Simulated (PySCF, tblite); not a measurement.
# F₂HOSi radical, a cluster model of a defect (Si site with back bonds O, F, F): EPR parameters

What EPR parameters should one expect for `O[Si](F)F`? It is drawn as: dangling bond.

Computed with tblite 0.8.0 and PySCF 2.14.0; each step states its level. No surroundings beyond the atoms listed, unless a continuum is named. Atoms count from 0, parts from 1.

### 1 The system as given

5 atoms, charge 0, multiplicity 2; geometry: distance geometry start.

### 2 Geometry optimisation with GFN2-xTB

What the job is given:

```
{"job": {"kind": "relax", "xc": "GFN2-xTB", "basis": "xTB"}, "charge": 0, "multiplicity": 2}
Si    -0.494996     0.033692     0.391210
O      1.143274    -0.447663     0.343657
F     -1.529598    -1.134812    -0.221453
F     -0.791165     1.568383    -0.113011
H      1.657066    -0.046081    -0.378784
```

With the program's defaults for keys left out, this is: GFN2-xTB geometry optimisation, gas phase.

The run is started by

```
OMP_NUM_THREADS=1 python cluster_run.py task.json out
```

The driver reads the jobs from task.json and runs them one after another.

The program printed:

```text
step      E/eV     max force
  0    -431.16820    2.886
  1    -431.36825    1.863
  2    -431.52644    2.745
  3    -431.59793    0.989
  4    -431.63262    0.689
  5    -431.65790    0.478
  6    -431.66358    0.303
  7    -431.67186    0.326
  8    -431.67933    0.383
  9    -431.68578    0.321
 10    -431.68792    0.113
 11    -431.68847    0.101
 12    -431.68909    0.126
 13    -431.69048    0.236
 14    -431.69217    0.271
 15    -431.69349    0.166
 16    -431.69412    0.063
 17    -431.69436    0.067
 18    -431.69479    0.143
 19    -431.69575    0.238
 20    -431.69736    0.297
 21    -431.69902    0.230
 22    -431.70003    0.085
 23    -431.70025    0.138
 24    -431.70064    0.071
 25    -431.70089    0.068
 26    -431.70272    0.131
 27    -431.70352    0.276
 28    -431.70448    0.104
 29    -431.70484    0.038
 30    -431.70492    0.038
 31    -431.70494    0.004
```

Wall time 0.41 s (1 thread of Arm Neoverse N1, shared host).

Relaxation path:

```csv
step,energy from step 0 (eV),largest force (eV/Å)
0,0.0000,2.8864
1,-0.2000,1.8628
2,-0.3582,2.7444
3,-0.4297,0.9895
4,-0.4644,0.6893
5,-0.4897,0.4775
6,-0.4954,0.3032
7,-0.5037,0.3262
8,-0.5111,0.3827
9,-0.5176,0.3206
10,-0.5197,0.1131
11,-0.5203,0.1016
12,-0.5209,0.1262
13,-0.5223,0.2358
14,-0.5240,0.2703
15,-0.5253,0.1659
16,-0.5259,0.0624
17,-0.5262,0.0676
18,-0.5266,0.1432
19,-0.5275,0.2383
20,-0.5292,0.2971
21,-0.5308,0.2303
22,-0.5318,0.0843
23,-0.5320,0.1377
24,-0.5324,0.0707
25,-0.5327,0.0683
26,-0.5345,0.1312
27,-0.5353,0.2754
28,-0.5363,0.1042
29,-0.5366,0.0379
30,-0.5367,0.0376
31,-0.5367,0.0041
```

Distances of close pairs at the start and the end, largest changes first:

| bond | before (Å) | after (Å) | change (Å) |
| --- | --- | --- | --- |
| Si0–O1 | 1.708 | 1.598 | -0.110 |
| Si0–F2 | 1.677 | 1.607 | -0.070 |
| Si0–F3 | 1.642 | 1.607 | -0.035 |
| O1–H4 | 0.973 | 0.963 | -0.010 |

### 3 Optimising the geometry at PBE0-D3(BJ)/def2-SVP

What the job is given:

```
{"job": {"xc": "PBE0", "basis": "def2-SVP", "d3": "d3bj", "grid": 2, "kind": "geom", "shake": 0.01}, "charge": 0, "multiplicity": 2}
Si    -0.438340     0.005843     0.559945
O      1.097445    -0.263345     0.383091
F     -1.349279    -0.964289    -0.368147
F     -0.821741     1.442268    -0.111877
H      1.536863    -0.257303    -0.483717
```

The program printed:

```text
step   0  E = -564.40815247  max force = 0.054680
step   1  E = -564.41234633  max force = 0.007450
step   2  E = -564.41265777  max force = 0.003369
step   3  E = -564.41272234  max force = 0.001264
step   4  E = -564.41273337  max force = 0.000623
step   5  E = -564.41274696  max force = 0.000432
step   6  E = -564.41275871  max force = 0.000966
step   7  E = -564.41278530  max force = 0.001760
step   8  E = -564.41284730  max force = 0.003511
step   9  E = -564.41291813  max force = 0.003257
step  10  E = -564.41339368  max force = 0.005760
step  11  E = -564.41330332  max force = 0.007636
step  12  E = -564.41385019  max force = 0.002698
step  13  E = -564.41396642  max force = 0.001392
step  14  E = -564.41400571  max force = 0.000793
step  15  E = -564.41401680  max force = 0.000307
optimisation converged
```

It took 64 s on 1 thread of Arm Neoverse N1, shared host; peak memory 0.34 GiB.

Step by step: (the energy doesn't fall at every step)

```csv
step,energy from step 0 (eV),largest force component (eV/Å)
0,0.0000,2.8118
1,-0.1141,0.3831
2,-0.1226,0.1732
3,-0.1244,0.0650
4,-0.1247,0.0320
5,-0.1250,0.0222
6,-0.1253,0.0497
7,-0.1261,0.0905
8,-0.1278,0.1805
9,-0.1297,0.1675
10,-0.1426,0.2962
11,-0.1402,0.3927
12,-0.1550,0.1387
13,-0.1582,0.0716
14,-0.1593,0.0408
15,-0.1596,0.0158
```

Close pairs (by a distance rule), those that changed most:

```csv
bond,before (Å),after (Å),change (Å)
Si0–O1,1.569,1.645,+0.076
Si0–F3,1.631,1.611,-0.020
O1–H4,0.972,0.963,-0.009
Si0–F2,1.622,1.619,-0.004
```

The next job starts from the end point, and lists it.

| at the end point | value |
| --- | --- |
| point group (found at 0.08 Å tolerance) | C1 |
| rotational constants (GHz, main isotopes) | 7.249, 7.041, 3.920 |
| dipole moment (D) | 2.68 |
| ⟨S²⟩ | 0.751 |

### 4 g tensor and hyperfine couplings: B3LYP/IGLO-III+pcH-1

What the job is given:

```
{"job": {"kind": "epr"}, "charge": 0, "multiplicity": 2}
Si    -0.450397     0.122673     0.374295
O      1.144293     0.020212    -0.018202
F     -1.313795    -0.979535    -0.438069
F     -0.930827     1.571293    -0.141839
H      1.611719    -0.790488     0.207234
```

Level: UKS B3LYP, IGLO-III on F O Si, pcH-1 on H, non-relativistic, mean-field spin-orbit, GIAO.

The program printed:

```text
UKS, coarse grid
  cycle   1  E = -565.10078097  |g| = 7.71e-01
  cycle   2  E = -564.63761796  |g| = 1.40e+00
  cycle   3  E = -565.29238316  |g| = 8.17e-02
  cycle   4  E = -565.29308850  |g| = 8.09e-02
  cycle   5  E = -565.29507544  |g| = 6.64e-03
  cycle   6  E = -565.29509390  |g| = 1.54e-03
  cycle   7  E = -565.29509437  |g| = 5.63e-04
UKS, final grid
  cycle   1  E = -565.29504198  |g| = 8.65e-04
  cycle   2  E = -565.29504155  |g| = 1.50e-03
  cycle   3  E = -565.29504220  |g| = 7.33e-05
  cycle   4  E = -565.29504220  |g| = 2.33e-05
E = -565.29504220 Eh   <S^2> = 0.7513 (exact 0.7500)
g shifts (ppm)      1          2          3
  rmc          -224       -224       -224
  gc            114        110         52
  oz_so       -2315      -1639       -397
  total       -2425      -1752       -569
hyperfine (MHz)  atom isotope    a_iso     a_fc   dipolar eigenvalues
    0  29Si   -1260.48   -1261.51   -111.09     55.04     56.06
    1   17O     -42.19     -42.18    -37.75     18.30     19.45
    2   19F     372.39     371.42   -136.33   -129.53    265.86
    3   19F     332.72     331.97   -124.95   -119.35    244.30
    4    1H      -8.44      -8.46    -11.33     -3.82     15.15
```

Wall time 22 s (1 thread of Arm Neoverse N1, shared host); peak memory 0.48 GiB.

Principal g values 1.99989, 2.00057, 2.00175; g(iso) = 2.00074, against 2.00232 for a free electron.

Hyperfine couplings, nucleus by nucleus at this fixed geometry (no averaging over rotations):

```
nuclei  isotope  a(iso) (MHz)  a(iso) (G, at g = 2.0023)  largest dipolar term (MHz)
   Si0     29Si       -1260.5                     -449.8                      -111.1
    F2      19F         372.4                      132.9                       265.9
    F3      19F         332.7                      118.7                       244.3
    O1      17O         -42.2                      -15.1                       -37.8
    H4       1H          -8.4                       -3.0                        15.2
```

Mulliken spin populations:

| atom | value (e) |
| --- | --- |
| Si0 | 0.90 |
| O1 | 0.06 |
| F2 | 0.02 |
| F3 | 0.02 |
| H4 | 0.00 |

In first order the couplings over 0.8 MHz of 19F, 1H give 8 distinct lines over 254.6 G.

Orbitals, density, ELF and potential are computed afterwards from the orbital file.

ELF in a plane through or near 4 of the atoms.

Values, 10 rows by 14 columns:
```
0.00 0.00 0.00 0.00 0.00 0.00 0.00 0.00 0.00 0.00 0.00 0.00 0.00 0.00
0.00 0.00 0.00 0.00 0.00 0.00 0.00 0.00 0.00 0.00 0.00 0.00 0.00 0.00
0.00 0.00 0.00 0.00 0.08 0.14 0.02 0.01 0.25 0.37 0.27 0.04 0.00 0.00
0.00 0.00 0.00 0.06 0.50 0.73 0.35 0.03 0.73 0.86 0.80 0.24 0.01 0.00
0.00 0.00 0.01 0.17 0.73 0.51 0.79 0.20 0.71 0.79 0.82 0.28 0.02 0.00
0.00 0.00 0.08 0.75 0.96 0.75 0.74 0.07 0.11 0.12 0.04 0.02 0.00 0.00
0.00 0.00 0.00 0.14 0.27 0.08 0.06 0.66 0.63 0.80 0.35 0.01 0.00 0.00
0.00 0.00 0.00 0.00 0.00 0.00 0.19 0.67 0.85 0.75 0.30 0.01 0.00 0.00
0.00 0.00 0.00 0.00 0.00 0.00 0.03 0.16 0.31 0.20 0.04 0.00 0.00 0.00
0.00 0.00 0.00 0.00 0.00 0.00 0.00 0.00 0.00 0.00 0.00 0.00 0.00 0.00
```
The map spans 8.8 Å across and 8.1 Å up, centred on the molecule. Atoms in the plane (x, y in Å): O1 (-1.0, 0.5), F2 (0.9, -1.5), F3 (1.5, 1.1), H4 (-1.8, -0.1).

log10 of the density (e/Å³) in the same plane.

Ten even steps from '0' (-4.0) to '9' (3.0):
```
0000000000000000000000000000
0000000000000000000000000000
0000000000000000111110000000
0000000011111111222221100000
0000001122222222334332210000
0000011223333233445443221000
0000112334444334566654321000
0000123445555444668764322000
0001123456776545566654322000
0001234556676555555543321000
0001233555555555544433211000
0001123444444455555432210000
0000112333334456665542210000
0000001122223456976542210000
0000000011123455665432100000
0000000000123344554432100000
0000000000012233333221000000
0000000000001122222110000000
0000000000000001110000000000
0000000000000000000000000000
```
The map spans 8.8 Å across and 8.1 Å up, centred on the molecule. Atoms in the plane (x, y in Å): O1 (-1.0, 0.5), F2 (0.9, -1.5), F3 (1.5, 1.1), H4 (-1.8, -0.1).

On the surface of density 0.002 e/bohr³ the electrostatic potential runs, from the 1st to the 99th percentile, from -0.83 V near O1 to 2.94 V near H4.

The spin density lies nearest to Si0 70 %; O1 11 %; F2, F3 about 9 % each.

### 5 EPR parameters: BHandHLYP/IGLO-III+pcH-1

Same as in step 4 but for these lines:

```diff
@@ -1,2 +1,2 @@
-{"job": {"kind": "epr"}, "charge": 0, "multiplicity": 2}
+{"job": {"kind": "epr", "xc": "BHandHLYP"}, "charge": 0, "multiplicity": 2}
 Si    -0.450397     0.122673     0.374295
```

Level: UKS BHandHLYP, IGLO-III on F O Si, pcH-1 on H, non-relativistic, mean-field spin-orbit, GIAO.

The program printed:

```text
UKS, coarse grid
  cycle   1  E = -565.01373369  |g| = 6.61e-01
  cycle   2  E = -564.95876879  |g| = 8.21e-01
  cycle   3  E = -565.16440796  |g| = 3.17e-02
  cycle   4  E = -565.16500605  |g| = 2.17e-02
  cycle   5  E = -565.16517276  |g| = 7.80e-03
  cycle   6  E = -565.16520395  |g| = 1.52e-03
  cycle   7  E = -565.16520608  |g| = 4.27e-04
UKS, final grid
  cycle   1  E = -565.16517329  |g| = 2.92e-04
  cycle   2  E = -565.16517332  |g| = 3.25e-04
  cycle   3  E = -565.16517336  |g| = 6.27e-05
  cycle   4  E = -565.16517337  |g| = 1.97e-05
E = -565.16517337 Eh   <S^2> = 0.7521 (exact 0.7500)
g shifts (ppm)      1          2          3
  rmc          -226       -226       -226
  gc            113        109         50
  oz_so       -2357      -1697       -336
  total       -2470      -1814       -513
hyperfine (MHz)  atom isotope    a_iso     a_fc   dipolar eigenvalues
    0  29Si   -1297.62   -1298.66   -119.18     58.59     60.58
    1   17O     -45.95     -45.95    -36.46     17.66     18.80
    2   19F     394.20     393.32   -132.50   -126.13    258.63
    3   19F     349.12     348.42   -121.11   -115.99    237.10
    4    1H      -9.79      -9.81    -11.21     -3.99     15.20
```

Run time: 21 s. Hardware: 1 thread of Arm Neoverse N1, shared host; peak memory 0.49 GiB.

In short: g(iso) 2.00072.

### 6 Side by side: EPR parameters

g, ⟨S²⟩ and isotropic hyperfine couplings (MHz), with basis size and wall time:

| run | g(iso) | ⟨S²⟩ | 29Si Si0 | 19F F2 | 19F F3 | 17O O1 | 1H H4 | functions | time |
| --- | --- | --- | --- | --- | --- | --- | --- | --- | --- |
| B3LYP/IGLO-III+pcH-1 | 2.00074 | 0.751 | -1260.5 | 372.4 | 332.7 | -42.2 | -8.4 | 159 | 22 s |
| BHandHLYP/IGLO-III+pcH-1 | 2.00072 | 0.752 | -1297.6 | 394.2 | 349.1 | -46.0 | -9.8 | 159 | 21 s |

### 7 Summary of results

| quantity | value |
| --- | --- |
| point group | C1 |
| rotational constants (main isotopes) | 7.25, 7.04, 3.92 GHz |
| g(iso) (B3LYP) | 2.00074 |
| ⟨S²⟩ | 0.751 (exact 0.75) |
| largest a(iso) | 29Si on Si0, -1260.5 MHz |
| surface potential, 1st and 99th percentile | -0.83 V and 2.94 V |

Relaxing lowered the energy by 0.160 eV in 15 steps; the close pair that moved most is Si0–O1, from 1.569 to 1.645 Å (PBE0/def2-SVP). Si0 carries the largest spin population, 0.90 e. The isotropic g lies 1.6 ppt below the free-electron value. The coupling of 29Si on Si0 runs from -1297.6 (BHandHLYP/IGLO-III+pcH-1) to -1260.5 MHz (B3LYP/IGLO-III+pcH-1).
